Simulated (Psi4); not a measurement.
# WO3 (tungsten trioxide): levels of theory compared

Aim: a comparison of 4 runs (PBE/def2-SVPD, SVWN5/def2-SVPD, revPBE/def2-SVPD, wB97X/def2-SVPD) of WO3 (tungsten trioxide). 

Program for the calculation: Psi4 1.11.

## Step 1: The system as given

The species is WO3 (4 atoms), meant as a singlet with charge 0. SMILES: `[O]=[W](=[O])=[O]`. One bond was lengthened or shortened from a relaxed shape.

Bond lengths: O1–W2 1.716 Å, W2–O3 2.230 Å, W2–O4 1.716 Å. Angles: O1–W2–O3 107.5°, O1–W2–O4 107.5°, O3–W2–O4 107.5°.

## Step 2: Energy and forces at PBE/def2-SVPD (core potential) (run 1)

input.in

```
memory 1600 mb

molecule molecule1 {
  0 1
  O     -0.668958     0.523097     1.665617
  W     -0.797858    -0.025803     0.045417
  O      1.071700    -1.143300    -0.433900
  O     -0.843658     1.359397    -0.965683
  symmetry c1
  no_reorient
  no_com
}

set {
  basis def2-SVPD
  puream true
  e_convergence 1e-09
  d_convergence 1e-08
  scf_type pk
  dft_radial_points 99
  dft_spherical_points 590
}

e, wfn = gradient("pbe", return_wfn=True)
print_variables()
```

On the command line:

```sh
psi4 input.in input.out -n 1
```

input.out:

```text
[...]
  Running in c1 symmetry.
[...]
  Nuclear repulsion =  129.105406971355535
[...]
  Multiplicity = 1
[...]
  Nalpha       = 19
  Nbeta        = 19
[...]
    Number of basis functions: 104
[...]
   @RKS iter   1:  -290.49972109104459    6.77130e-01   1.91062e-02 ADIIS/DIIS
[...]
   @RKS iter  23:  -292.43135102809146   -7.90124e-12   9.58974e-09 DIIS
[...]
    Orbital Energies [Eh]
    ---------------------
    Doubly Occupied:
       1A    -18.825344     2A    -18.825326     3A    -18.784033
       4A     -2.961857     5A     -1.662929     6A     -1.658825
       7A     -1.638338     8A     -0.873359     9A     -0.860195
      10A     -0.772068    11A     -0.410950    12A     -0.403572
      13A     -0.387459    14A     -0.371858    15A     -0.367514
      16A     -0.310789    17A     -0.301497    18A     -0.256788
      19A     -0.236401
[...]
  @RKS Final Energy:  -292.43135102809146
   => Energetics <=
    Nuclear Repulsion Energy =            129.1054069713555350
    One-Electron Energy =                -679.8800270869099904
    Two-Electron Energy =                 291.2055762380958299
    DFT Exchange-Correlation Energy =     -32.8623071506329012
    Empirical Dispersion Energy =           0.0000000000000000
    VV10 Nonlocal Energy =                  0.0000000000000000
    Total Energy =                       -292.4313510280914556
[...]
  -Total Gradient:
     Atom            X                  Y                   Z
    ------   -----------------  -----------------  -----------------
       1       -0.000338336886    -0.005662415560    -0.001354295235
       2       -0.106146496369     0.075150007009     0.030992195740
       3        0.106899625811    -0.064024073736    -0.027448737636
       4       -0.000388927902    -0.005365534642    -0.002159780724
[...]
```

Run time: 19 s. Hardware: 1 thread of Intel Xeon 6975P-C (Granite Rapids), shared host; peak memory 0.63 GiB.

## Step 3: A single-point energy at SVWN5/def2-SVPD (core potential) (run 2)

job.dat

```
memory 1600 MB

molecule {
  0 1
  O     -0.668958     0.523097     1.665617
  W     -0.797858    -0.025803     0.045417
  O      1.071700    -1.143300    -0.433900
  O     -0.843658     1.359397    -0.965683
  symmetry c1
}

set globals {
  basis def2-SVPD
  puream true
  e_convergence 1e-09
  d_convergence 1e-08
  scf_type pk
  dft_radial_points 99
  dft_spherical_points 590
}

result, w = energy('scf', dft_functional={"name": "SVWN5", "x_functionals": {"LDA_X": {}}, "c_functionals": {"LDA_C_VWN": {}}}, return_wfn=True)
oeprop(w, 'MAYER_INDICES', 'WIBERG_LOWDIN_INDICES', 'MULLIKEN_CHARGES', title='SCF')
```

On the command line:

```sh
psi4 -i job.dat -o job.out -n 1
```

job.out:

```text
[...]
    !!!  WARNING: ECP capability is in beta. Please check occupations closely.  !!!
[...]
  Running in c1 symmetry.
[...]
  Nuclear repulsion =  129.105406971355535
[...]
  Multiplicity = 1
[...]
  Nalpha       = 19
  Nbeta        = 19
[...]
    Number of basis functions: 104
[...]
   @RKS iter   1:  -289.10680732307850    7.03155e-01   1.84969e-02 ADIIS/DIIS
[...]
   @RKS iter  22:  -290.91592694960394   -2.55795e-12   3.23469e-09 DIIS
[...]
  @RKS Final Energy:  -290.91592694960394
   => Energetics <=
    Nuclear Repulsion Energy =            129.1054069713555350
    One-Electron Energy =                -679.5859838171877527
    Two-Electron Energy =                 290.8523965915204030
    DFT Exchange-Correlation Energy =     -31.2877466952920784
    Empirical Dispersion Energy =           0.0000000000000000
    VV10 Nonlocal Energy =                  0.0000000000000000
    Total Energy =                       -290.9159269496039428
[...]
 Multipole Moments:
 ------------------------------------------------------------------------------------
     Multipole            Electronic (a.u.)      Nuclear  (a.u.)        Total (a.u.)
 ------------------------------------------------------------------------------------
 L = 1.  Multiply by 2.5417464519 to convert [e a0] to [Debye]
 Dipole X            :        -21.9289835           19.8499876           -2.0789959
 Dipole Y            :         -8.9273474            8.3012793           -0.6260681
 Dipole Z            :         -1.3801049            1.3193252           -0.0607797
 Magnitude           :                                                    2.1720680
[...]
```

Run time: 8.7 s. Hardware: 1 thread of Intel Xeon 6975P-C (Granite Rapids), shared host; peak memory 0.58 GiB.

Run 3 isn't shown in full; the table further down has it.

## Step 4: Energy and gradient at wB97X/def2-SVPD (core potential) (run 4)

calc.in

```
memory 1.6 GB

molecule molecule1 {
  O     -0.668958     0.523097     1.665617
  W     -0.797858    -0.025803     0.045417
  O      1.071700    -1.143300    -0.433900
  O     -0.843658     1.359397    -0.965683
  symmetry c1
}

set globals {
  basis                def2-SVPD
  puream               true
  e_convergence        1e-09
  d_convergence        1e-08
  scf_type             pk
  dft_radial_points    99
  dft_spherical_points 590
}

e_tot, wfn = gradient('wb97x', return_wfn=True)
oeprop(wfn, 'WIBERG_LOWDIN_INDICES', 'DIPOLE', 'MAYER_INDICES')
```

On the command line:

```sh
psi4 -n 1 calc.in calc.out
```

calc.out:

```text
[...]
  Running in c1 symmetry.
[...]
  Nuclear repulsion =  129.105406971355535
[...]
  Multiplicity = 1
[...]
  Nalpha       = 19
  Nbeta        = 19
[...]
    Number of basis functions: 104
[...]
   @RKS iter   1:  -291.07680824553552   -2.78458e-01   1.61523e-02 ADIIS/DIIS
[...]
   @RKS iter  23:  -292.48564343183341   -2.04636e-11   7.92355e-09 DIIS
[...]
    Orbital Energies [Eh]
    ---------------------
    Doubly Occupied:
       1A    -19.278270     2A    -19.278253     3A    -19.222724
       4A     -3.252216     5A     -1.908920     6A     -1.902904
       7A     -1.880224     8A     -1.086166     9A     -1.070928
      10A     -0.967857    11A     -0.579257    12A     -0.564863
      13A     -0.543419    14A     -0.524307    15A     -0.521536
      16A     -0.462097    17A     -0.426928    18A     -0.380398
      19A     -0.379172
[...]
  @RKS Final Energy:  -292.48564343183341
   => Energetics <=
    Nuclear Repulsion Energy =            129.1054069713555350
    One-Electron Energy =                -679.5433796408015041
    Two-Electron Energy =                 280.9883090249547308
    DFT Exchange-Correlation Energy =     -23.0359797873421392
    Empirical Dispersion Energy =           0.0000000000000000
    VV10 Nonlocal Energy =                  0.0000000000000000
    Total Energy =                       -292.4856434318334095
[...]
  -Total Gradient:
     Atom            X                  Y                   Z
    ------   -----------------  -----------------  -----------------
       1        0.006941531568     0.008556008651     0.030209994463
       2       -0.146842914922     0.033397279372     0.020424132167
       3        0.130631868918    -0.073381046514    -0.031998823565
       4        0.003584162891     0.024680840078    -0.020402301406
[...]
```

It took 25 s on 1 thread of Intel Xeon 6975P-C (Granite Rapids), shared host; peak memory 0.75 GiB.

## Step 5: Overview of the runs

```
run                              level      task                 properties  energy (Eh)  dipole moment (D)  HOMO energy (eV)  LUMO energy (eV)  wall time
  1     PBE/def2-SVPD (core potential)  gradient                          –  -292.431351               5.56             -6.43             -6.07       19 s
  2   SVWN5/def2-SVPD (core potential)    energy  (mayer, wiberg, mulliken)  -290.915927               5.52             -6.67             -6.35      8.7 s
  3  revPBE/def2-SVPD (core potential)  gradient                          –  -292.622445               5.58             -6.35             -5.96       18 s
  4   wB97X/def2-SVPD (core potential)  gradient    (wiberg, dipole, mayer)  -292.485643               6.46            -10.32             -3.60       25 s
```

## Step 6: What came out

```
                       quantity          value
            run 4: total energy  -292.48564 Eh
           run 4: dipole moment         6.46 D
             run 4: HOMO energy      -10.32 eV
             run 4: LUMO energy       -3.60 eV
           run 4: HOMO–LUMO gap        6.72 eV
run 4: largest force on an atom     7.878 eV/Å
```

In words: The dipole moment (its size) runs from 5.52 D (SVWN5/def2-SVPD) to 6.46 D (wB97X/def2-SVPD). The HOMO–LUMO gap runs from 0.32 eV (SVWN5/def2-SVPD) to 6.72 eV (wB97X/def2-SVPD). Totals of different functionals can't be ranked against each other. All runs together took 71 s, the longest 25 s.
